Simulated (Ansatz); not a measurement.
# FH2SeSn: the cost of one run

Program: the Python package of Ansatz 0.2.0. Level of theory: PBE/def2-SVP. These are calculated values, not measurements.

**1. Starting point**

Bond lengths: F1–Sn2 1.938 Å, Sn2–Se3 2.530 Å, Sn2–H4 1.760 Å, Se3–H5 1.554 Å. Angles: F1–Sn2–Se3 109.1°, F1–Sn2–H4 109.0°, Se3–Sn2–H4 107.2°, Sn2–Se3–H5 90.9°.

No structure file is read: the coordinates are typed or built in the script.

**2. The script**

File adiabatic_fh2sesn.py:

```python
'''How FH2SeSn relaxes after losing an electron.'''

import itertools

import ansatz as az
from ase.data import atomic_numbers, covalent_radii
import numpy as np

SETTINGS = {
    'basis_set': 'def2-SVP',
    'functional': 'pbe',
    'net_charge': 1,
}

GEOMETRY = '''
F    -1.61180   -0.19270    1.33390
Sn   -0.91540   -0.06430   -0.46960
Se    1.14880    1.39840   -0.45770
H    -0.41570   -1.66400   -1.00570
H     1.84410    0.44880    0.55780
'''


def main() -> None:
    fh2sesn = az.Crystal.molecule()
    for line in GEOMETRY.strip().splitlines():
        symbol, *xyz = line.split()
        fh2sesn = fh2sesn.atom(symbol, [float(v) for v in xyz])

    base = (
        fh2sesn.calculation()
        .basis(gaussian=SETTINGS['basis_set'])
        .functional(SETTINGS['functional'])
        .spin('collinear', total=1)
    )
    symbols = [site.symbol for site in fh2sesn.cartesian_sites]
    start = np.array([site.position_ang for site in fh2sesn.cartesian_sites], dtype=float)
    r = base.relax(force_tolerance=0.01, max_steps=100).run(threads=1).report
    end = np.array(r['positions_ang'])

    minimum = az.Crystal.molecule()
    for symbol, place in zip(symbols, end):
        minimum = minimum.atom(symbol, place.tolist())
    ion = (
        minimum.calculation()
        .basis(gaussian=SETTINGS['basis_set'])
        .functional(SETTINGS['functional'])
        .charge(SETTINGS['net_charge'])
    )
    vertical = ion.run(threads=1).report
    settled = ion.relax(force_tolerance=0.01, max_steps=80).run(threads=1).report
    print(f'vertical ionisation energy   {vertical["free_energy_ev"] - r["free_energy_ev"]:.3f} eV')
    print(f'adiabatic, no zero point     {settled["free_energy_ev"] - r["free_energy_ev"]:.3f} eV')
    print(f'relaxation energy of the ion {vertical["free_energy_ev"] - settled["free_energy_ev"]:.3f} eV')
    ionised = np.array(settled['positions_ang'])
    # pairs closer than 1.2 times the sum of covalent radii, before or after
    radius = [covalent_radii[atomic_numbers[s]] for s in symbols]
    span = lambda where, i, j: np.linalg.norm(where[i] - where[j])
    bonded = [(i, j) for i, j in itertools.combinations(range(len(symbols)), 2) if min(span(end, i, j), span(ionised, i, j)) < 1.2 * (radius[i] + radius[j])]
    print('pair        before    after (A)')
    for i, j in bonded:
        print(f'{symbols[i]}{i}-{symbols[j]}{j}'.ljust(10), f'{span(end, i, j):8.4f} {span(ionised, i, j):8.4f}')


if __name__ == '__main__':
    main()
```

**3. What the engine is handed**

The package turns the script's settings into the engine's input (first run):

```yaml
crystal:
  periodic: [false, false, false]
  atoms:
    - { symbol: F, position_ang: [-1.6118, -0.1927, 1.3339] }
    - { symbol: Sn, position_ang: [-0.9154, -0.0643, -0.4696] }
    - { symbol: Se, position_ang: [1.1488, 1.3984, -0.4577] }
    - { symbol: H, position_ang: [-0.4157, -1.664, -1.0057] }
    - { symbol: H, position_ang: [1.8441, 0.4488, 0.5578] }
basis:
  gaussian:
    orbitals: def2-SVP
hamiltonian:
  xc: pbe
magnetization:
  spin_polarized: true
  initial_magnetization: 1.0
relax:
  f_tol: 0.01
  max_steps: 100
```

**4. Running it**

Run with:

```sh
$ python adiabatic_fh2sesn.py
```

Q: Estimate wall time and peak memory on 1 thread of AMD EPYC 7R43 (Zen 3), shared host.

About 2.4 min, with a peak of 0.22 GiB.
